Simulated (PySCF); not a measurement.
# Changing the system itself: Ga⁺

One physical setting of the base script is moved in each run, with the edits that it forces.

Method: method and basis as typed in the scripts; program: PySCF 2.14.0.

3 further runs of the same task are left out: 3 that didn't finish.

## (1) The atom

Ga⁺: 1 atom, charge 1, spin multiplicity 1.

## (2) The base run

input.py

```python
from pyscf import gto, dft, tdscf

mol = gto.M(
    atom='Ga 0 0 0',
    basis='6-311++g**',
    charge=1,
    spin=0,
    symmetry=True,
    verbose=4,
)
mf = dft.RKS(mol, xc='bhandhlyp')
mf.kernel()
td = tdscf.TDA(mf)
td.nstates = 4
td.kernel()
td.analyze()
mf.dip_moment()
print('orbital energies (hartree):', mf.mo_energy[..., max(0, mol.nelec[1]-3):mol.nelec[0]+3].round(4))
```

Started as:

```
$ OMP_NUM_THREADS=1 python input.py
```

The log of this run is left out.

Base result: E(SCF) = -1924.529245 Eh, 7 cycles, excitations 8.86, 8.86, 8.86, 14.51 eV.

## (3) Electric field 0.01 a.u.

Run 1 changes electric field: none → 0.01 a.u.; point-group symmetry: on → off.

input.py

```python
from pyscf import gto, dft, tdscf

mol = gto.M(
    atom='Ga 0 0 0',
    basis='6-311++g**',
    charge=1,
    spin=0,
    verbose=4,
)
mf = dft.RKS(mol, xc='bhandhlyp')
field = 0.01  # electric field along z, atomic units
h = mf.get_hcore() + field*mol.intor('int1e_r')[2]
mf.get_hcore = lambda *args: h
e_nuc = mol.energy_nuc() - field*mol.atom_charges() @ mol.atom_coords()[:, 2]
mf.energy_nuc = lambda *args: e_nuc
mf.kernel()
td = tdscf.TDA(mf)
td.nstates = 4
td.kernel()
td.analyze()
mf.dip_moment()
print('orbital energies (hartree):', mf.mo_energy[..., max(0, mol.nelec[1]-3):mol.nelec[0]+3].round(4))
```

Started as:

```
$ OMP_NUM_THREADS=1 python input.py
```

## (4) PCM, ε = 32.6

Run 2 changes solvent: none (gas phase) → PCM, ε = 32.6; step after the SCF: tda → analyze.

input.py

```python
from pyscf import gto, dft, solvent

mol = gto.M(
    atom='Ga 0 0 0',
    basis='6-311++g**',
    charge=1,
    spin=0,
    symmetry=True,
    verbose=4,
)
mf = dft.RKS(mol, xc='bhandhlyp')
mf = solvent.PCM(mf)
mf.with_solvent.eps = 32.6
mf.kernel()
mf.analyze()
print('orbital energies (hartree):', mf.mo_energy[..., max(0, mol.nelec[1]-3):mol.nelec[0]+3].round(4))
```

## (5) Quintet (UKS)

Run 3 changes spin (2S): 0 → 4; SCF type: RKS → UKS.

input.py

```python
from pyscf import gto, dft, tdscf

mol = gto.M(
    atom='Ga 0 0 0',
    basis='6-311++g**',
    charge=1,
    spin=4,
    symmetry=True,
    verbose=4,
)
mf = dft.UKS(mol, xc='bhandhlyp')
mf.kernel()
td = tdscf.TDA(mf)
td.nstates = 4
td.kernel()
td.analyze()
mf.dip_moment()
print('orbital energies (hartree):', [e[max(0, n-3):n+3].round(4) for e, n in zip(mf.mo_energy, mol.nelec)])
```

## (6) Charge +2 (doublet, UKS)

Run 4 changes charge: 1 → 2; spin (2S): 0 → 1; SCF type: RKS → UKS.

input.py

```python
from pyscf import gto, dft, tdscf

mol = gto.M(
    atom='Ga 0 0 0',
    basis='6-311++g**',
    charge=2,
    spin=1,
    symmetry=True,
    verbose=4,
)
mf = dft.UKS(mol, xc='bhandhlyp')
mf.kernel()
td = tdscf.TDA(mf)
td.nstates = 4
td.kernel()
td.analyze()
mf.dip_moment()
print('orbital energies (hartree):', [e[max(0, n-3):n+3].round(4) for e, n in zip(mf.mo_energy, mol.nelec)])
```

What does the calculation give? Wanted: for each run, E(SCF); from base; gap, α spin; after the SCF.

The runs gave:

| run | E(SCF) (hartree) | from base (eV) | cycles | gap, α spin (eV) | after the SCF |
| --- | --- | --- | --- | --- | --- |
| base | -1924.529245 | 0 | 7 | 10.41 | lowest root found 8.86 eV |
| electric field 0.01 a.u. | -1924.530219 | not comparable | 7 | 10.41 | lowest root found 8.85 eV |
| PCM, ε = 32.6 | -1924.645194 | -3.1551 | 7 | 10.18 | n/a |
| quintet (UKS) | -1923.523755 | +27.3608 | 8 | 3.90 | lowest root found 0.31 eV |
| charge +2 (doublet, UKS) | -1923.792579 | +20.0457 | 8 | 11.89 | lowest root found 8.39 eV |

The largest comparable shift of the SCF energy, +27.361 eV, comes with the run “quintet (UKS)”. A continuum solvent with ε = 32.6 lowers the energy by 3.155 eV, a large gain because the system is charged. The quintet solution found lies 27.36 eV above the base singlet at this geometry and level. At the SCF level, going to the doublet with one electron fewer costs 20.05 eV at fixed geometry, against 17.84 eV for the negative of the highest filled level.
